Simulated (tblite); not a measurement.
# C3H13PSi3: the cost of one run

The runs use tblite 0.8.0 and PySCF 2.14.0, with density-fitted response routines of our own; the level of theory stands in each step. All values are computed, except where a source is named. Atoms are numbered from 0 throughout.

## 1. Starting geometry

20 atoms, charge 0, multiplicity 1; geometry from: force field or distance geometry start.

Bonds of the start (Å): P0–Si1 2.18, Si1–C2 1.89, C2–Si3 1.87, Si3–C4 1.85, C4–Si5 1.87, Si5–C6 1.87, C6–Si1 1.88, P0–H7 1.43, P0–H8 1.44, Si1–H9 1.47, C2–H10 1.11, C2–H11 1.11, Si3–H12 1.48, Si3–H13 1.46, C4–H14 1.12, C4–H15 1.10, Si5–H16 1.47, Si5–H17 1.45, C6–H18 1.11, C6–H19 1.13.

## 2. Optimising the geometry with GFN2-xTB

The job: settings as JSON, then the geometry in Å.

```
{"job": {"kind": "relax", "xc": "GFN2-xTB", "basis": "xTB"}, "charge": 0, "multiplicity": 1}
P     -1.318300    -1.886600    -1.224800
Si    -0.987100    -0.963300     0.716700
C      0.826100    -0.954500     1.232400
Si     1.892200    -0.069200    -0.022900
C      1.248600     1.645100    -0.278300
Si    -0.506500     1.483900    -0.904400
C     -1.487300     0.838500     0.556500
H     -0.321200    -2.826200    -1.630700
H     -2.676100    -2.299100    -1.465600
H     -1.729500    -1.571200     1.831600
H      1.214300    -1.984800     1.370400
H      0.955400    -0.429700     2.206700
H      3.260300     0.072500     0.520000
H      1.938900    -0.883200    -1.232800
H      1.163800     2.124800     0.729300
H      1.885600     2.270900    -0.912100
H     -0.487500     0.399500    -1.899900
H     -1.051800     2.724300    -1.426900
H     -2.577500     0.908200     0.335200
H     -1.247600     1.410700     1.496700
```

Launch:

```bash
$ OMP_NUM_THREADS=1 python probes_run.py task.json out
```

This one command runs all jobs of the session in turn.

**Question.** How long does this first job take on 1 thread of Arm Neoverse N1, shared host, and how much memory does it need?

About 2.3 s, with a peak of 0.18 GiB.
